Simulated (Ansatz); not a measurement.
**C₅H₈AlFO₃: how energies converge with the basis set**

An exercise on one series of results from a longer session: the logs are not shown, and one member is left open.

Program: Ansatz 0.2.0, Gaussian basis. Level of theory: one geometry, several basis sets. These are calculated values, not measurements.

Levels to be run: PBE0-D4/def2-SVP; ωB97M-V/def2-SVP; PBE0-D4/def2-QZVPP; ωB97M-V/def2-QZVPP; the functionals' def2-TZVPP values are taken from earlier runs.

### The relaxed structure

An earlier PBE0-D4 in a triple-zeta def2 set relaxation fixed the geometry.

18 atoms, charge 0, spin multiplicity 1.

Atoms are counted from 1 here; the program's logs count them from 0.

Bond lengths: C1–C2 1.490 Å, C1–H11 1.093 Å, C1–H12 1.088 Å, C1–H13 1.093 Å, C2–C3 1.395 Å, C2–O10 1.275 Å, C3–C4 1.395 Å, C3–H14 1.080 Å, C4–C5 1.490 Å, C4–O6 1.275 Å, C5–H15 1.093 Å, C5–H16 1.088 Å, C5–H17 1.093 Å, O6–Al7 1.812 Å, Al7–O8 1.694 Å, Al7–F9 1.653 Å, Al7–O10 1.812 Å, O8–H18 0.953 Å. Angles: C2–C1–H11 108.8°, C2–C1–H12 112.5°, C2–C1–H13 109.1°, H11–C1–H12 109.6°, H11–C1–H13 106.9°, H12–C1–H13 109.8°, C1–C2–C3 120.7°, C1–C2–O10 115.6°, C3–C2–O10 123.8°, C2–C3–C4 123.0°, C2–C3–H14 118.5°, C4–C3–H14 118.5°, C3–C4–C5 120.7°, C3–C4–O6 123.7°, C5–C4–O6 115.6°, C4–C5–H15 109.1°, C4–C5–H16 112.5°, C4–C5–H17 108.8° and more.

The first run:

Input file in.yaml:

```yaml
crystal:
  periodic: [false, false, false]
  atoms:
    - {symbol: C, position_ang: [2.022531, -1.262632, -1.317665]}
    - {symbol: C, position_ang: [1.058705, -0.507295, -0.468919]}
    - {symbol: C, position_ang: [-0.237610, -0.253673, -0.917058]}
    - {symbol: C, position_ang: [-1.186149, 0.427129, -0.153773]}
    - {symbol: C, position_ang: [-2.564864, 0.647278, -0.673921]}
    - {symbol: O, position_ang: [-0.956391, 0.893229, 1.010703]}
    - {symbol: Al, position_ang: [0.640197, 0.916333, 1.866990]}
    - {symbol: O, position_ang: [0.583483, 0.254588, 3.425000]}
    - {symbol: F, position_ang: [1.260425, 2.445244, 1.758409]}
    - {symbol: O, position_ang: [1.502529, -0.130547, 0.665700]}
    - {symbol: H, position_ang: [2.888624, -0.626809, -1.518388]}
    - {symbol: H, position_ang: [1.582786, -1.588285, -2.258187]}
    - {symbol: H, position_ang: [2.387012, -2.128659, -0.760112]}
    - {symbol: H, position_ang: [-0.524678, -0.613915, -1.893861]}
    - {symbol: H, position_ang: [-3.284778, 0.233998, 0.036452]}
    - {symbol: H, position_ang: [-2.716325, 0.200355, -1.654399]}
    - {symbol: H, position_ang: [-2.753555, 1.722545, -0.727895]}
    - {symbol: H, position_ang: [0.260356, -0.617483, 3.632826]}
basis:
  gaussian: {orbitals: def2-SVP}
hamiltonian: {xc: pbe0, dispersion: d4}
output: {orbitals: {seedname: orbitals}}
```

Run with:

```bash
> ansatz run in.yaml --threads 4 --pin off --events-out ev --progress --plain --max-ram 66560MiB --backend cpu
```

Among the steps run: PBE0-D4 in def2-SVP; ωB97M-V in def2-SVP; PBE0-D4 in def2-QZVPP; ωB97M-V in def2-QZVPP.

One table of the session follows, with a row left open; its other results are not shown here.

It belongs to the step «Functionals by basis». 

```
functional       basis  HOMO (eV)  LUMO (eV)
   PBE0-D4    def2-SVP      -7.68      -2.13
   PBE0-D4  def2-TZVPP      -7.72      -2.20
   PBE0-D4  def2-QZVPP      -7.75      -2.23
   ωB97M-V    def2-SVP          ?          ?
   ωB97M-V  def2-TZVPP      -9.84      -0.10
   ωB97M-V  def2-QZVPP      -9.87      -0.15
```

**Question.** Estimate the row for ωB97M-V, def2-SVP.

As computed: HOMO (eV): -9.79; LUMO (eV): 0.00. In the column «HOMO (eV)» it lies between ωB97M-V, def2-TZVPP (-9.84) and PBE0-D4, def2-QZVPP (-7.75).
